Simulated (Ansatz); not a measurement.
# P: the cost of one run

Computed with Ansatz 0.2.0 (DFT PBEsol, scalar-relativistic, plane waves, PAW, unless a step's input says otherwise).

## (1) The system as given

The structure is hexagonal, space group P6_3/mmc (No. 194). Conventional cell: a = 4.279 Å, b = 4.279 Å, c = 7.061 Å, α = 90.00°, β = 90.00°, γ = 120.00°. P (site symmetry 3m) has 4 P at 2.62 to 2.65 Å as nearest neighbours.

Coordinates:

```xyz
4
Lattice="4.2792 0.0000 0.0000 -2.1396 3.7059 0.0000 0.0000 0.0000 7.0606" Properties=species:S:1:pos:R:3 pbc="T T T"
P     0.0000    2.4706    3.0890
P     2.1396    1.2353    6.6193
P     2.1396    1.2353    3.9716
P     0.0000    2.4706    0.4413
```

This is candidate A: lonsdaleite type (P6_3/mmc, No. 194).

(A quick probe on a coarse mesh, which set the mesh and smearing, is not shown.)

## (3) A loose first relaxation (candidate A)

input.yaml

```yaml
crystal:
  lattice:
    - [4.2791653088, 0.0, 0.0]
    - [-2.1395826544, 3.7058658645, 0.0]
    - [0.0, 0.0, 7.0606227596]
  atoms:
    - { symbol: P, position: [0.3333333333, 0.6666666667, 0.4375] }
    - { symbol: P, position: [0.6666666667, 0.3333333333, 0.9375] }
    - { symbol: P, position: [0.6666666667, 0.3333333333, 0.5625] }
    - { symbol: P, position: [0.3333333333, 0.6666666667, 0.0625] }
basis:
  ecutwfc: 420
kpoints:
  mp_grid: { grid: [6, 6, 4] }
hamiltonian:
  xc: pbesol
scf:
  occupations: { method: gaussian, width: 0.1 }
  lower_state_search: "off"
output:
  forces: true
  stress: true
  eigenvalues: true
relax:
  adjacent_minimum: "off"
  f_tol: 0.04
  max_steps: 70
  cell: { stress_tol: 0.4 }
```

**Question.** How long does this run take on 1 thread of an Arm CPU, shared host, and how much memory does it need?

About 26 s, with a peak of 0.34 GiB.
